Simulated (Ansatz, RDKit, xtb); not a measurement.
# [C5H6F3]+: ranking a sample of isomers, part 2 of 2

Which of a sample of isomers of [C5H6F3]+ (charge +1) is the most stable in the gas at 298.15 K, and what are its properties? The sample is small against all isomers, and the most stable one of this formula need not be in it.

xtb, Ansatz and PySCF; isolated molecules.

## Step 6: After refinement

```csv
label,spin,r2SCAN-D4/def2-SVP (kcal/mol),"r2SCAN-D4/def2-SVP, relaxed (kcal/mol)",time
c252a,singlet,0.0,0.0,20 s
c193a,singlet,1.4,0.5,79 s
c122a,singlet,0.7,1.0,20 s
c800b,singlet,2.5,2.7,15 s
```

c252a: Bond lengths: C1–C2 1.444 Å, C2–C3 1.406 Å, C3–C4 1.371 Å, C4–C5 1.513 Å, C5–F6 1.330 Å, C5–F7 1.327 Å, C5–F8 1.330 Å, C1–H9 1.096 Å, C1–H10 1.113 Å, C1–H11 1.112 Å, C2–H12 1.101 Å, C3–H13 1.096 Å, C4–H14 1.098 Å. Some angles: C1–C2–C3 125.2°, C2–C3–C4 119.5°, C3–C4–C5 123.1°, C4–C5–F6 108.0°, C4–C5–F7 111.8°, C4–C5–F8 108.0°, F6–C5–F7 109.6°, F6–C5–F8 109.8°, F7–C5–F8 109.6°, C1–C2–H12 117.4°.

c193a: Bond lengths: C1–C2 1.372 Å, C2–C3 1.412 Å, C3–C4 1.443 Å, C2–C5 1.529 Å, C5–F6 1.335 Å, C5–F7 1.326 Å, C5–F8 1.335 Å, C1–H9 1.096 Å, C1–H10 1.096 Å, C3–H11 1.100 Å, C4–H12 1.094 Å, C4–H13 1.113 Å, C4–H14 1.113 Å. Some angles: C1–C2–C3 118.9°, C1–C2–C5 121.0°, C3–C2–C5 120.1°, C2–C3–C4 127.4°, C2–C5–F6 109.5°, C2–C5–F7 110.8°, C2–C5–F8 109.5°, F6–C5–F7 109.2°, F6–C5–F8 108.5°, F7–C5–F8 109.2°.

c122a: Bond lengths: C1–C2 1.375 Å, C2–C3 1.400 Å, C3–C4 1.455 Å, C4–C5 1.542 Å, C5–F6 1.320 Å, C5–F7 1.337 Å, C5–F8 1.335 Å, C1–H9 1.097 Å, C1–H10 1.096 Å, C2–H11 1.096 Å, C3–H12 1.102 Å, C4–H13 1.116 Å, C4–H14 1.101 Å. Some angles: C1–C2–C3 119.2°, C2–C3–C4 125.1°, C3–C4–C5 112.5°, C4–C5–F6 110.1°, C4–C5–F7 109.7°, C4–C5–F8 109.4°, F6–C5–F7 109.6°, F6–C5–F8 109.5°, F7–C5–F8 108.5°, C1–C2–H11 120.7°.

c800b: Bond lengths: C1–C2 1.375 Å, C2–C3 1.410 Å, C3–C4 1.449 Å, C3–C5 1.541 Å, C5–F6 1.333 Å, C5–F7 1.333 Å, C5–F8 1.322 Å, C1–H9 1.096 Å, C1–H10 1.095 Å, C2–H11 1.096 Å, C4–H12 1.096 Å, C4–H13 1.112 Å, C4–H14 1.112 Å. Some angles: C1–C2–C3 123.8°, C2–C3–C4 122.6°, C2–C3–C5 120.5°, C4–C3–C5 117.0°, C3–C5–F6 108.9°, C3–C5–F7 108.9°, C3–C5–F8 111.1°, F6–C5–F7 109.5°, F6–C5–F8 109.3°, F7–C5–F8 109.3°.

## Step 7: Harmonic analysis of the finalists

The lowest few in one piece go on as finalists. In this search the thermal terms come from GFN2-xTB at its own nearest minimum. The first, c252a:

The input, start.xyz:

```xyz
14
c252a
C      1.916610     1.653379     2.549834
C      1.058367     2.069175     1.465690
C      0.371808     1.201312     0.597724
C     -0.414434     1.723351    -0.396200
C     -1.187918     0.866534    -1.374620
F     -0.771296     1.166002    -2.601636
F     -1.007017    -0.428226    -1.147182
F     -2.478160     1.164752    -1.251184
H      2.018251     0.569118     2.676403
H      1.563542     2.136304     3.487859
H      2.909610     2.138789     2.423773
H      0.931276     3.150937     1.305503
H      0.463059     0.114953     0.713710
H     -0.529962     2.805939    -0.541596
```

Run with:

```console
$ xtb start.xyz --gfn 2 --ohess tight --chrg 1
```

What it wrote:

```text
* xtb version 6.7.1
   ID    Z sym.   atoms
    1    6 C      1-5
    2    9 F      6-8
    3    1 H      9-14

           -------------------------------------------------
          |                Calculation Setup                |
           -------------------------------------------------

          program call               : xtb start.xyz --gfn 2 --ohess tight --chrg 1
          coordinate file            : start.xyz
          omp threads                :                     4

           -------------------------------------------------
          |                 G F N 2 - x T B                 |
           -------------------------------------------------

      * Hamiltonian:
        H0-scaling (s, p, d)           1.850000    2.230000    2.230000
        zeta-weighting                 0.500000
      * Dispersion:
        s8                             2.700000
        a1                             0.520000
        a2                             5.000000
        s9                             5.000000
      * Repulsion:
        kExp                           1.500000    1.000000
        rExp                           1.000000
      * Coulomb:
        alpha                          2.000000
        third order                    shell-resolved
        anisotropic                    true
        a3                             3.000000
        a5                             4.000000
        cn-shift                       1.200000
        cn-exp                         4.000000
        max-rad                        5.000000

          ...................................................
          :                      SETUP                      :
          :.................................................:
          :  # basis functions                  38          :
          :  # atomic orbitals                  38          :
          :  # shells                           22          :
          :  # electrons                        46          :
          :  max. iterations                   250          :
          :  Hamiltonian                  GFN2-xTB          :
          :  restarted?                      false          :
          :  GBSA solvation                  false          :
          :  PC potential                    false          :
          :  electronic temp.          300.0000000     K    :
          :  accuracy                    1.0000000          :
          :  -> integral cutoff          0.2500000E+02      :
          :  -> integral neglect         0.1000000E-07      :
          :  -> SCF convergence          0.1000000E-05 Eh   :
          :  -> wf. convergence          0.1000000E-03 e    :
          :  Broyden damping             0.4000000          :
          :  net charge                          1          :
          :  unpaired electrons                  0          :
          ...................................................

[... 7 lines left out ...]
   *** convergence criteria satisfied after 11 iterations ***
[... 28 lines left out ...]
         :: total energy             -27.421884828176 Eh    ::
[... 32 lines left out ...]
          :   energy convergence         0.1000000E-05 Eh   :
          :   grad. convergence          0.8000000E-03 Eh/α :
[... 26 lines left out ...]
 * total energy  :   -27.4218848 Eh     change       -0.7841479E-09 Eh
[... 16 lines left out ...]
 * total energy  :   -27.4232716 Eh     change       -0.1386724E-02 Eh
[... 16 lines left out ...]
 * total energy  :   -27.4234811 Eh     change       -0.2095934E-03 Eh
[... 18 lines left out ...]
 * total energy  :   -27.4235264 Eh     change       -0.4528846E-04 Eh
[... 17 lines left out ...]
 * total energy  :   -27.4235500 Eh     change       -0.2358013E-04 Eh
[... 17 lines left out ...]
 * total energy  :   -27.4235543 Eh     change       -0.4257504E-05 Eh
[... 17 lines left out ...]
 * total energy  :   -27.4235555 Eh     change       -0.1231147E-05 Eh
[... 16 lines left out ...]
 * total energy  :   -27.4235556 Eh     change       -0.7882909E-07 Eh
[... 4 lines left out ...]
   *** GEOMETRY OPTIMIZATION CONVERGED AFTER 8 ITERATIONS ***
[... 2 lines left out ...]
 total energy gain   :        -0.0016708 Eh       -1.0484 kcal/mol
[... 15 lines left out ...]
 final structure:
[... 37 lines left out ...]
          |                Final Singlepoint                |
[... 18 lines left out ...]
          :  -> SCF convergence          0.1000000E-05 Eh   :
          :  -> wf. convergence          0.1000000E-03 e    :
[... 10 lines left out ...]
   *** convergence criteria satisfied after 3 iterations ***
[... 28 lines left out ...]
         :: total energy             -27.423555582503 Eh    ::
[... 23 lines left out ...]
writing file <hessian>, containing the non-mass-weighted Hessian matrix in atomic units (Eₕ/Bohr²).
[... 66 lines left out ...]
molecular dipole:
[... 91 lines left out ...]
          :  # imaginary freq.                       0      :
[... 9 lines left out ...]
    mode    ω/cm⁻¹     T·S(HO)/kcal·mol⁻¹    T·S(FR)/kcal·mol⁻¹   T·S(vib)
   ------------------------------------------------------------------------
       1     27.78    -1.78343 (  8.70%)    -1.23017 ( 91.30%)    -1.27833
       2    104.40    -1.00489 ( 95.00%)    -0.83833 (  5.00%)    -0.99656
       3    124.46    -0.90335 ( 97.46%)    -0.78628 (  2.54%)    -0.90037
       4    124.83    -0.90167 ( 97.49%)    -0.78542 (  2.51%)    -0.89875
       5    185.54    -0.67737 ( 99.48%)    -0.66803 (  0.52%)    -0.67732
       6    291.26    -0.43727 ( 99.91%)    -0.53447 (  0.09%)    -0.43735
   ------------------------------------------------------------------------

   temp. (K)  partition function   enthalpy   heat capacity  entropy
                                   cal/mol     cal/K/mol   cal/K/mol   J/K/mol
 298.15  VIB   563.                 3886.552     24.031     23.880
         ROT  0.437E+06              888.727      2.981     28.789
         INT  0.246E+09             4775.279     27.012     52.668
         TR   0.418E+26             1481.212      4.968     40.337
         TOT                        6256.4919    31.9801    93.0056   389.1354

       T/K    H(0)-H(T)+PV         H(T)/Eh          T*S/Eh         G(T)/Eh
   ------------------------------------------------------------------------
    298.15    0.997035E-02    0.104948E+00    0.441900E-01    0.607576E-01
   ------------------------------------------------------------------------

         :::::::::::::::::::::::::::::::::::::::::::::::::::::
         ::                  THERMODYNAMIC                  ::
         :::::::::::::::::::::::::::::::::::::::::::::::::::::
         :: total free energy         -27.362797956004 Eh   ::
         ::.................................................::
         :: total energy              -27.423555582502 Eh   ::
         :: zero point energy           0.094977229910 Eh   ::
         :: G(RRHO) w/o ZPVE           -0.034219603412 Eh   ::
         :: G(RRHO) contrib.            0.060757626498 Eh   ::
         :::::::::::::::::::::::::::::::::::::::::::::::::::::

optimized geometry written to: xtbopt.xyz

           -------------------------------------------------
          | TOTAL ENERGY              -27.423555582502 Eh   |
          | TOTAL ENTHALPY            -27.318607998186 Eh   |
          | TOTAL FREE ENERGY         -27.362797956004 Eh   |
          | GRADIENT NORM               0.000087311249 Eh/α |
          | HOMO-LUMO GAP               1.931256368125 eV   |
           -------------------------------------------------

------------------------------------------------------------------------
------------------------------------------------------------------------
 total:
 * wall-time:     0 d,  0 h,  0 min,  0.160 sec
 *  cpu-time:     0 d,  0 h,  0 min,  0.574 sec
 * ratio c/w:     3.592 speedup
 SCF:
 * wall-time:     0 d,  0 h,  0 min,  0.006 sec
 *  cpu-time:     0 d,  0 h,  0 min,  0.020 sec
 * ratio c/w:     3.562 speedup
 ANC optimizer:
 * wall-time:     0 d,  0 h,  0 min,  0.036 sec
 *  cpu-time:     0 d,  0 h,  0 min,  0.121 sec
 * ratio c/w:     3.389 speedup
 analytical hessian:
 * wall-time:     0 d,  0 h,  0 min,  0.109 sec
 *  cpu-time:     0 d,  0 h,  0 min,  0.420 sec
 * ratio c/w:     3.869 speedup
```

Wall time 0.17 s (4 threads of Arm Neoverse V1, shared host).

## Step 8: Zero-point energy and free-energy terms

As xtb prints them, at 298.15 K, with its own treatment of low modes:

```csv
label,SMILES,spin,lowest mode (cm⁻¹),zero-point (kcal/mol),G − E (kcal/mol)
c252a,C[CH+]/C=C/C(F)(F)F,singlet,28,59.6,38.1
c193a,C=C([CH+]C)C(F)(F)F,singlet,49,59.5,38.6
c122a,C=C[CH+]CC(F)(F)F,singlet,44,60.1,38.9
c800b,C=C[C+](C)C(F)(F)F,singlet,45,59.6,38.7
```

## Step 9: Energies at the top level

Each finalist gets a single point at CCSD(T)/def2-SVP + MP2/def2-TZVPP - MP2/def2-SVP.

c252a, CCSD(T)/def2-SVP:

The input, input.yaml:

```yaml
crystal:
  periodic: [false, false, false]
  atoms:
    - {symbol: C, position_ang: [1.916610, 1.653379, 2.549834]}
    - {symbol: C, position_ang: [1.058367, 2.069175, 1.465690]}
    - {symbol: C, position_ang: [0.371808, 1.201312, 0.597724]}
    - {symbol: C, position_ang: [-0.414434, 1.723351, -0.396200]}
    - {symbol: C, position_ang: [-1.187918, 0.866534, -1.374620]}
    - {symbol: F, position_ang: [-0.771296, 1.166002, -2.601636]}
    - {symbol: F, position_ang: [-1.007017, -0.428226, -1.147182]}
    - {symbol: F, position_ang: [-2.478160, 1.164752, -1.251184]}
    - {symbol: H, position_ang: [2.018251, 0.569118, 2.676403]}
    - {symbol: H, position_ang: [1.563542, 2.136304, 3.487859]}
    - {symbol: H, position_ang: [2.909610, 2.138789, 2.423773]}
    - {symbol: H, position_ang: [0.931276, 3.150937, 1.305503]}
    - {symbol: H, position_ang: [0.463059, 0.114953, 0.713710]}
    - {symbol: H, position_ang: [-0.529962, 2.805939, -0.541596]}
basis:
  gaussian:
    orbitals: def2-SVP
total_charge: 1
magnetization:
  spin_polarized: false
  initial_magnetization: 0
correlation:
  method: ccsd_t
  frozen_orbitals: {H: 0, C: 1, F: 1}
```

Run with:

```console
$ ansatz run input.yaml --threads 4 --pin off --max-ram 7830MiB --events-out events.jsonl --progress --plain --runs-dir runs
```

What it wrote:

```text
Warning: RAYON_NUM_THREADS=4 ignored (pool sized by the plan → 4); use --threads N
Functional definition: HF
  name "HF"
  exchange = exact_x
  correlation = 0
1427 factors; integrals over basis functions are off by at most 1.4e-3 eV
mean field evaluation 1: about -13340.2546 eV, gradient 5.2e1 eV
mean field evaluation 2: about -13340.4462 eV, gradient 5.2e1 eV
mean field evaluation 4: about -13346.1278 eV, gradient 4.8e0 eV
mean field evaluation 8: about -13346.2279 eV, gradient 5.3e-1 eV
mean field evaluation 16: about -13344.6951 eV, gradient 2.8e1 eV
mean field -13346.22959046 eV, -490.4648910500 hartree, gradient 5.1e-6 eV, S^2 0.000000; 0 other end points of the search recorded, 0 dependent functions left out; unrestricted orbitals would lower it
8 core orbitals not correlated: weight in the atoms' cores, before any rotation towards them, 1.000 or more for the frozen orbitals, at most 0.000 for the correlated occupied ones
reference -13346.22959046 eV, -490.4648910500 hartree; 23, 23 occupied and 111, 111 virtual orbitals, 1427 factors
second order -32.34664336 eV of doubles, -0.00000000 eV of singles
cycle   1  -32.79917107 eV  change   -4.5e-1 eV  update   1.3e-1
cycle   2  -33.57783278 eV  change   -7.8e-1 eV  update   3.9e-2
cycle   3  -33.77896987 eV  change   -2.0e-1 eV  update   2.2e-2
cycle   4  -33.77829583 eV  change    6.7e-4 eV  update   6.2e-3
cycle   5  -33.77081170 eV  change    7.5e-3 eV  update   3.7e-3
cycle   6  -33.77065503 eV  change    1.6e-4 eV  update   1.3e-3
cycle   7  -33.77060715 eV  change    4.8e-5 eV  update   5.6e-4
cycle   8  -33.77035195 eV  change    2.6e-4 eV  update   2.4e-4
cycle   9  -33.77030476 eV  change    4.7e-5 eV  update   8.9e-5
cycle  10  -33.77039290 eV  change   -8.8e-5 eV  update   3.6e-5
cycle  11  -33.77036868 eV  change    2.4e-5 eV  update   1.4e-5
perturbative correction -0.98383558 eV, -0.0361552909 hartree
Total energy: -13380.98379472 eV, -491.7420844994 hartree
```

It took 44 s on 4 threads of Arm Neoverse V1, shared host; peak memory 1.3 GiB.

## Step 10: c252a at MP2/def2-TZVPP

Edit input.yaml of step 9 so:

```diff
@@ -19,9 +19,6 @@
   gaussian:
-    orbitals: def2-SVP
+    orbitals: def2-TZVPP
 total_charge: 1
-magnetization:
-  spin_polarized: false
-  initial_magnetization: 0
 correlation:
-  method: ccsd_t
+  method: mp2
   frozen_orbitals: {H: 0, C: 1, F: 1}
```

Run with:

```console
$ ansatz run input.yaml --threads 4 --pin off --max-ram 7830MiB --events-out events.jsonl --progress --plain --runs-dir runs
```

What it wrote:

```text
Warning: RAYON_NUM_THREADS=4 ignored (pool sized by the plan → 4); use --threads N
Functional definition: HF
  name "HF"
  exchange = exact_x
  correlation = 0
2065 factors; integrals over basis functions are off by at most 1.4e-3 eV
mean field evaluation 1: about -13355.6141 eV, gradient 5.7e1 eV
mean field evaluation 2: about -13355.9470 eV, gradient 5.7e1 eV
mean field evaluation 4: about -13362.1798 eV, gradient 5.5e0 eV
mean field evaluation 8: about -13362.3032 eV, gradient 6.0e-1 eV
mean field evaluation 16: about -13362.3052 eV, gradient 1.7e-6 eV
mean field -13362.30516517 eV, -491.0556575243 hartree, gradient 1.7e-6 eV, S^2 0.000000; 0 other end points of the search recorded, 0 dependent functions left out; unrestricted orbitals would lower it
8 core orbitals not correlated: weight in the atoms' cores, before any rotation towards them, 1.000 or more for the frozen orbitals, at most 0.000 for the correlated occupied ones
reference -13362.30516517 eV, -491.0556575243 hartree; 23, 23 occupied and 301, 301 virtual orbitals, 2065 factors
second order -41.20141527 eV of doubles, -0.00000000 eV of singles
Total energy: -13403.50658044 eV, -492.5697816082 hartree
```

It took 9.9 s on 4 threads of Arm Neoverse V1, shared host; peak memory 1.1 GiB.

## Step 11: c193a at CCSD(T)/def2-SVP

The input, input.yaml:

```yaml
crystal:
  periodic: [false, false, false]
  atoms:
    - {symbol: C, position_ang: [-1.733099, -1.441160, 0.034454]}
    - {symbol: C, position_ang: [-1.408288, -0.121938, 0.224220]}
    - {symbol: C, position_ang: [-0.115600, 0.320611, -0.133292]}
    - {symbol: C, position_ang: [0.418691, 1.655768, -0.014070]}
    - {symbol: C, position_ang: [-2.420507, 0.862539, 0.811755]}
    - {symbol: F, position_ang: [-2.638953, 1.850464, -0.059520]}
    - {symbol: F, position_ang: [-3.568075, 0.254461, 1.080004]}
    - {symbol: F, position_ang: [-1.928953, 1.390389, 1.935325]}
    - {symbol: H, position_ang: [-1.006819, -2.145336, -0.386536]}
    - {symbol: H, position_ang: [-2.725479, -1.823360, 0.299496]}
    - {symbol: H, position_ang: [0.555515, -0.446268, -0.548598]}
    - {symbol: H, position_ang: [-0.252454, 2.415692, 0.397498]}
    - {symbol: H, position_ang: [1.364852, 1.593682, 0.568923]}
    - {symbol: H, position_ang: [0.810842, 1.958158, -1.010687]}
basis:
  gaussian: {orbitals: def2-SVP}
total_charge: 1
correlation: {method: ccsd_t, frozen_orbitals: {H: 0, C: 1, F: 1}}
```

Run with:

```console
$ ansatz run input.yaml --threads 4 --pin off --max-ram 7830MiB --events-out events.jsonl --progress --plain --runs-dir runs
```

What it wrote:

```text
Warning: RAYON_NUM_THREADS=4 ignored (pool sized by the plan → 4); use --threads N
Functional definition: HF
  name "HF"
  exchange = exact_x
  correlation = 0
1427 factors; integrals over basis functions are off by at most 1.3e-3 eV
mean field evaluation 1: about -13340.2888 eV, gradient 5.2e1 eV
mean field evaluation 2: about -13340.4849 eV, gradient 5.2e1 eV
mean field evaluation 4: about -13346.1819 eV, gradient 4.6e0 eV
mean field evaluation 8: about -13346.2712 eV, gradient 3.5e-1 eV
mean field evaluation 16: about -13340.2893 eV, gradient 5.2e1 eV
mean field -13346.27222174 eV, -490.4664577206 hartree, gradient 2.0e-6 eV, S^2 0.000000; 0 other end points of the search recorded, 0 dependent functions left out
8 core orbitals not correlated: weight in the atoms' cores, before any rotation towards them, 1.000 or more for the frozen orbitals, at most 0.000 for the correlated occupied ones
reference -13346.27222174 eV, -490.4664577206 hartree; 23, 23 occupied and 111, 111 virtual orbitals, 1427 factors
second order -32.31356603 eV of doubles, -0.00000000 eV of singles
cycle   1  -32.78345444 eV  change   -4.7e-1 eV  update   1.3e-1
cycle   2  -33.56980920 eV  change   -7.9e-1 eV  update   3.8e-2
cycle   3  -33.76846437 eV  change   -2.0e-1 eV  update   2.2e-2
cycle   4  -33.76034551 eV  change    8.1e-3 eV  update   6.0e-3
cycle   5  -33.75413271 eV  change    6.2e-3 eV  update   3.1e-3
cycle   6  -33.75418214 eV  change   -4.9e-5 eV  update   1.0e-3
cycle   7  -33.75398794 eV  change    1.9e-4 eV  update   5.0e-4
cycle   8  -33.75368328 eV  change    3.0e-4 eV  update   2.2e-4
cycle   9  -33.75371679 eV  change   -3.4e-5 eV  update   1.0e-4
cycle  10  -33.75380924 eV  change   -9.2e-5 eV  update   4.4e-5
cycle  11  -33.75378603 eV  change    2.3e-5 eV  update   1.6e-5
perturbative correction -0.98316169 eV, -0.0361305258 hartree
Total energy: -13381.00916946 eV, -491.7430170040 hartree
```

Wall time 44 s (4 threads of Arm Neoverse V1, shared host); peak memory 1.3 GiB.

For c252a, c122a, c800b the log finds that unrestricted Hartree-Fock orbitals lie lower, a sign to watch the closed-shell reference there.

## Step 12: Putting it together

Energies in kcal/mol from c122a; G adds the thermal terms to the CCSD(T)/def2-SVP + MP2/def2-TZVPP - MP2/def2-SVP energy. The columns left of the relaxed level are at the tight-binding geometries.

```csv
label,SMILES,spin,GFN2-xTB,HF/STO-3G,r2SCAN-D4/def2-SVP,"r2SCAN-D4/def2-SVP, relaxed",HF/def2-SVP,MP2/def2-SVP,CCSD(T)/def2-SVP + MP2/def2-TZVPP - MP2/def2-SVP,G,share at equilibrium,T1
c122a,C=C[CH+]CC(F)(F)F,singlet,0.0,0.0,0.0,0.0,0.0,0.0,0.0,0.0,72.0 %,0.014
c252a,C[CH+]/C=C/C(F)(F)F,singlet,-1.4,1.9,-0.7,-1.0,3.4,1.5,1.6,0.8,17.6 %,0.014
c193a,C=C([CH+]C)C(F)(F)F,singlet,-1.6,3.6,0.6,-0.6,2.4,1.3,1.4,1.1,10.3 %,0.014
c800b,C=C[C+](C)C(F)(F)F,singlet,0.5,4.2,1.7,1.7,8.5,4.3,4.8,4.6,< 0.1 %,0.015
```

Lowest found: c122a, `C=C[CH+]CC(F)(F)F`, a singlet. Bond lengths: C1–C2 1.375 Å, C2–C3 1.400 Å, C3–C4 1.455 Å, C4–C5 1.542 Å, C5–F6 1.320 Å, C5–F7 1.337 Å, C5–F8 1.335 Å, C1–H9 1.097 Å, C1–H10 1.096 Å, C2–H11 1.096 Å, C3–H12 1.102 Å, C4–H13 1.116 Å, C4–H14 1.101 Å. Some angles: C1–C2–C3 119.2°, C2–C3–C4 125.1°, C3–C4–C5 112.5°, C4–C5–F6 110.1°, C4–C5–F7 109.7°, C4–C5–F8 109.4°, F6–C5–F7 109.6°, F6–C5–F8 109.5°, F7–C5–F8 108.5°, C1–C2–H11 120.7°.

```xyz
14

C     3.1555   -0.1859    1.4063
C     1.9519   -0.6629    1.8706
C     1.0547   -1.2451    0.9677
C    -0.2410   -1.8065    1.3204
C    -1.3169   -1.5252    0.2518
F    -2.4418   -2.1404    0.5669
F    -0.8904   -1.9533   -0.9410
F    -1.5337   -0.2105    0.1764
H     3.4235   -0.2560    0.3450
H     3.8829    0.2823    2.0794
H     1.6900   -0.5839    2.9319
H     1.3458   -1.3041   -0.0931
H    -0.1039   -2.9140    1.3083
H    -0.5938   -1.5262    2.3244
```

## Step 13: What came out

What follows sums up all 2 parts.

| quantity | value |
| --- | --- |
| lowest structure found | C=C[CH+]CC(F)(F)F, singlet |
| next finalist | C[CH+]/C=C/C(F)(F)F, singlet, 0.8 kcal/mol higher in G |
| share at equilibrium, among the finalists | 72.0 % |
| funnel | 9 starts, 9 minima at GFN2-xTB, 11 screening runs, 4 relaxed, 4 ranked |
| CPU time of all runs | 24 min |

`C=C[CH+]CC(F)(F)F` comes out lowest. Its margin of 0.8 kcal/mol is inside the likely error of CCSD(T)/def2-SVP + MP2/def2-TZVPP - MP2/def2-SVP with harmonic terms (about 1.5 kcal/mol), so the order of the first two is not settled. HF/STO-3G, HF/def2-SVP and MP2/def2-SVP already put its bonding pattern lowest among the structures in one piece; GFN2-xTB favours the singlet C=C([CH+]C)C(F)(F)F; r2SCAN-D4/def2-SVP and r2SCAN-D4/def2-SVP, relaxed favour the singlet C[CH+]/C=C/C(F)(F)F. The largest share of the time went into the final energies (58 %). One minimum inside the window was never screened. The search is not exhaustive (a finite list of starts, one conformer a finalist), so a lower isomer can't be ruled out. Only 4 drawn patterns were tried, so whole families of isomers are missing, and the result ranks this sample alone.
